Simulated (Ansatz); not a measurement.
# GeC (singlet): trial inputs and their diagnosis at distance Ge1–C2 = 2.123 Å

3 inputs are run for GeC (singlet) as typed; the log has to tell whether the result can be used and what must change.

Method: the settings change from run to run; program: Ansatz 0.2.0, Gaussian basis.

33 further runs of the same task are left out: 1 for a mislabelled method, 2 for a known fault of the program, 21 that didn't finish, 9 set aside as unsound or not needed.

### 1 What is computed

The geometry derives from a PBE0/def2-TZVP stationary point (not a proven minimum). One bond is set to the value named and the two fragments are kept rigid. No spin-orbit coupling is included. The filled d shell of Ge may be among the frozen orbitals whatever the setting's name suggests; the logs give the count.

2 atoms, charge 0, spin multiplicity 1.

Atoms are counted from 1 here; the program's logs count them from 0.

Bond lengths: Ge1–C2 2.123 Å.

### 2 Attempt 1

in.yaml reads:

```yaml
crystal:
  periodic: [false, false, false]
  atoms:
    - {symbol: Ge, position_ang: [0.000000, 0.000000, 0.000000]}
    - {symbol: C, position_ang: [0.000000, 0.000000, 2.123000]}
basis:
  gaussian: {orbitals: STO-3G}
magnetization: {spin_polarized: false}
correlation: {method: mp2, frozen_orbitals: {Ge: 20}}
accuracy: high
output: {forces: true}
```

Launch:

```
$ ansatz run in.yaml --threads 1 --pin off --events-out ev --progress --plain --max-ram 2393MiB
```

The log of the run:

```text
Functional definition: HF
  name "HF"
  cite "Fock, Z. Phys. 61, 126 (1930) doi:10.1007/BF01340294"
  parent pbe
  exchange = exact_x
  correlation = 0
Error: "frozen_orbitals" has no count for C
```

It took 0.03 s on 1 thread of Arm Neoverse V1, shared host.

Diagnosis: The run was refused. The frozen-orbital counts are incomplete or too large. Fix: leave frozen_orbitals out, or give each element a count that its core has.

### 3 Attempt 2

in.yaml reads:

```yaml
crystal:
  periodic: [false, false, false]
  atoms:
    - {symbol: Ge, position_ang: [0.000000, 0.000000, 0.000000]}
    - {symbol: C, position_ang: [0.000000, 0.000000, 2.123000]}
basis:
  gaussian: {orbitals: def2-SVP}
magnetization: {spin_polarized: false}
hamiltonian: {pseudopotentials: {relativity: none}}
correlation: {method: ccsd_t, frozen_orbitals: {Ge: 9}}
```

Same command.

The log of the run:

```text
Functional definition: HF
  name "HF"
  cite "Fock, Z. Phys. 61, 126 (1930) doi:10.1007/BF01340294"
  parent pbe
  exchange = exact_x
  correlation = 0
Error: "frozen_orbitals" has no count for C
```

Run time: 0.06 s. Hardware: 1 thread of Arm Neoverse V1, shared host.

Diagnosis: The run was refused. The frozen-orbital counts are incomplete or too large. Fix: leave frozen_orbitals out, or give each element a count that its core has.

### 4 Attempt 3

in.yaml reads:

```yaml
crystal:
  periodic: [false, false, false]
  atoms:
    - {symbol: Ge, position_ang: [0.050000, 0.050000, 2.173000]}
    - {symbol: C, position_ang: [0.000000, 0.000000, 2.123000]}
basis:
  gaussian: {orbitals: STO-3G}
magnetization: {spin_polarized: false}
correlation: {method: bccd, electrons: outside_noble_gas}
scf: {lower_state_search: full}
output: {forces: true}
```

Same command.

The log of the run (excerpt; [...] marks lines left out):

```text
Functional definition: HF
  name "HF"
  cite "Fock, Z. Phys. 61, 126 (1930) doi:10.1007/BF01340294"
  parent pbe
[...]
242 factors; integrals over basis functions are off by at most 1.6e-5 eV
[...]
a density is far from that of the atoms, so the factors are made again for it
259 factors; integrals over basis functions are off by at most 2.9e-6 eV
[...]
mean field -38975.11741802 eV, -1432.3091468286 hartree, gradient 1.0e-6 eV, S^2 0.000000; 1 other end points of the search recorded, 0 dependent functions left out
15 core orbitals not correlated: weight in the atoms' cores, before any rotation towards them, 0.292 or more for the frozen orbitals, at most 0.078 for the correlated occupied ones
reference -38975.11741802 eV, -1432.3091468286 hartree; 4, 4 occupied and 4, 4 virtual orbitals, 259 factors
second order -0.21963338 eV of doubles, -0.00000000 eV of singles
cycle   1  -0.25402860 eV  change   -3.4e-2 eV  update   8.9e-3
[...]
cycle   5  -0.26164749 eV  change   -4.4e-7 eV  update   3.3e-6
[...]
Total energy: -38975.37906551 eV, -1432.3187621965 hartree
Atom 0 at     0.050000     0.050000     2.173000 Å, force 177200.489383 177200.489383 177200.489383 eV/Å
Atom 1 at     0.000000     0.000000     2.123000 Å, force -177200.489383 -177200.489383 -177200.489383 eV/Å
Dipole moment:     0.796555     0.796555     0.796555 e Å
```

Run time: 0.36 s. Hardware: 1 thread of Arm Neoverse V1, shared host.

What is wrong: The run converged, which proves nothing about the input. One atom lies on top of another. The shortest distance is 0.09 Å, against 2.12 Å in the geometry of step 1. Its energy belongs to another geometry. Cure: restore its position.

### 5 How the runs ended

```
attempt                    level      ended                                                  cause    time
      1        MP2 on RHF/STO-3G    refused  the frozen-orbital counts are incomplete or too large  0.03 s
      2  CCSD(T) on RHF/def2-SVP    refused  the frozen-orbital counts are incomplete or too large  0.06 s
      3       BCCD on RHF/STO-3G  converged                        one atom lies on top of another  0.36 s
```

2 refused, 1 converged. The input that converges on a wrong geometry or spin is the dangerous one: no error points at it, so geometry and ⟨S²⟩ have to be checked.
